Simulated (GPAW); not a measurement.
Crystal: BaZrO3.

```
Ba Zr O
1.0
     4.19134    0.00000    0.00000
     0.00000    4.19134    0.00000
     0.00000    0.00000    4.19134
Ba Zr O
1 1 3
Direct
  0.00000 0.00000 0.00000
  0.50000 0.50000 0.50000
  0.50000 0.50000 0.00000
  0.50000 0.00000 0.50000
  0.00000 0.50000 0.50000
```

Base run:

| Quantity | Value |
| --- | --- |
| Program | GPAW 26.7.0 |
| Functional | PBEsol |
| Potentials or basis | PAW data sets generated in the run's folder for this functional |
| Cutoff | 800 eV |
| Basis | pw |
| k mesh | 6 × 6 × 6 |
| Occupations | fermi-dirac, width 0.05 eV |
| Spin | no spin polarisation |

Its results: band gap on the k mesh 3.11 eV, indirect (least direct gap 3.33 eV); pressure -1.5 GPa.

**Question.** The run is repeated on the same cell with these changes: hubbard terms from none to Zr d U = 2 eV. What comes out?

**Answer.** Band gap on the k mesh 3.50 eV, indirect (least direct gap 3.76 eV); pressure 0.2 GPa.

The U term pushes filled and empty states of the shell apart.

Caveats: spin-orbit coupling is left out, which moves the levels of the heavy elements.
